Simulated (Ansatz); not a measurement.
Task: a short molecular-dynamics run of C2H5BS, SMILES CB1CS1, with the Python package of Ansatz (0.2.0). Give the script and its output. Settings (for the species named): Hartree-Fock, 6-31G basis, multiplicity 1.

```json
{"atom": "C", "x (Å)": "-0.3143", "y (Å)": "1.1338", "z (Å)": "-0.7577"}
{"atom": "B", "x (Å)": "0.0853", "y (Å)": "-0.2743", "z (Å)": "-0.3210"}
{"atom": "C", "x (Å)": "0.4602", "y (Å)": "-1.1231", "z (Å)": "0.9174"}
{"atom": "S", "x (Å)": "-0.3466", "y (Å)": "-2.1683", "z (Å)": "-0.0909"}
{"atom": "H", "x (Å)": "-0.5934", "y (Å)": "1.1661", "z (Å)": "-1.8717"}
{"atom": "H", "x (Å)": "-1.2660", "y (Å)": "1.4929", "z (Å)": "-0.1998"}
{"atom": "H", "x (Å)": "0.4834", "y (Å)": "1.9015", "z (Å)": "-0.5657"}
{"atom": "H", "x (Å)": "0.0033", "y (Å)": "-0.8164", "z (Å)": "1.8557"}
{"atom": "H", "x (Å)": "1.5766", "y (Å)": "-1.3584", "z (Å)": "1.0167"}
```

The script, `c2h5bs.py`:
```python
"""Molecular dynamics of one C2H5BS molecule."""

from dataclasses import dataclass
import logging
import sys

import ansatz
import numpy as np

logging.basicConfig(stream=sys.stdout, format="%(levelname)s %(message)s")
logger = logging.getLogger("run")
logger.setLevel(logging.INFO)


@dataclass(frozen=True)
class RunConfig:
    basis_set: str = "6-31G"
    xc: str = "HF"
    n_steps: int = 20
    temperature_k: int = 200


cfg = RunConfig()


def main() -> None:
    system = (
        ansatz.Crystal.molecule()
        .atom("C", (-0.3143, 1.1338, -0.7577))
        .atom("B", (0.0853, -0.2743, -0.321))
        .atom("C", (0.4602, -1.1231, 0.9174))
        .atom("S", (-0.3466, -2.1683, -0.0909))
        .atom("H", (-0.5934, 1.1661, -1.8717))
        .atom("H", (-1.266, 1.4929, -0.1998))
        .atom("H", (0.4834, 1.9015, -0.5657))
        .atom("H", (0.0033, -0.8164, 1.8557))
        .atom("H", (1.5766, -1.3584, 1.0167))
    )

    calc = (
        system.calculation()
        .basis(gaussian=cfg.basis_set)  # the orbital basis, by name
        .functional(cfg.xc)
        .scf(lower_state_search="off")
    )
    symbols = [site.symbol for site in system.cartesian_sites]
    start = np.array([site.position_ang for site in system.cartesian_sites], dtype=float)
    report = calc.relax(force_tolerance=0.02, max_steps=100).run().report
    end = np.array(report["positions_ang"])
    minimum = ansatz.Crystal.molecule()
    for symbol, place in zip(symbols, end):
        minimum = minimum.atom(symbol, place.tolist())

    # dynamics from the relaxed geometry
    calc = (
        minimum.calculation()
        .basis(gaussian=cfg.basis_set)  # atom-centred Gaussian functions
        .functional(cfg.xc)
        .scf(lower_state_search="off")
        .md("nve", timestep=0.25, steps=cfg.n_steps, temperature=cfg.temperature_k, initial_velocities="maxwell_boltzmann", seed=51)
    )
    frames = []
    result = calc.session().plan().execute(on_event=lambda e: frames.append(e["data"]) if e["event"] == "md_step" else None)
    logger.info("t (fs)   E_pot (eV)      E_kin (eV)   T (K)   d(0-1) (A)")
    for f in frames[::2]:
        xyz = np.array(f["positions_ang"])
        logger.info(f"{f['time_fs']:6.2f} {f['lagrangian_ev']:14.5f} {f['e_kin_ev']:10.5f} {f['temperature_k']:8.1f} {np.linalg.norm(xyz[0] - xyz[1]):9.4f}")
    kept = np.array([f["conserved_ev"] for f in frames])
    logger.info(f"conserved energy moves by at most {1000 * np.ptp(kept):.3f} meV")


if __name__ == "__main__":
    main()
```

```console
$ python c2h5bs.py
INFO t (fs)   E_pot (eV)      E_kin (eV)   T (K)   d(0-1) (A)
INFO   0.00   -13626.70501    0.18096    200.0    1.5484
INFO   0.50   -13626.70265    0.17861    197.4    1.5469
INFO   1.00   -13626.69604    0.17202    190.1    1.5454
INFO   1.50   -13626.68642    0.16242    179.5    1.5441
INFO   2.00   -13626.67535    0.15138    167.3    1.5428
INFO   2.50   -13626.66432    0.14037    155.1    1.5417
INFO   3.00   -13626.65433    0.13038    144.1    1.5408
INFO   3.50   -13626.64566    0.12170    134.5    1.5400
INFO   4.00   -13626.63800    0.11403    126.0    1.5395
INFO   4.50   -13626.63071    0.10673    118.0    1.5392
INFO   5.00   -13626.62325    0.09927    109.7    1.5391
INFO conserved energy moves by at most 0.097 meV
```

These settings explore the input space; basis and method may be short of convergence. The trajectory is only some femtoseconds long, so its temperature is not equilibrated; where the script doesn't relax first, it starts from a rough generated geometry. The temperature counts the internal degrees of freedom alone. The whole script took 38 s on 1 thread of Intel(R) Xeon(R) Platinum 8375C CPU @ 2.90GHz (Ice Lake) (shared host), peak memory 0.19 GiB.

(Lines on the test bed's own set-up are left out of the output.)
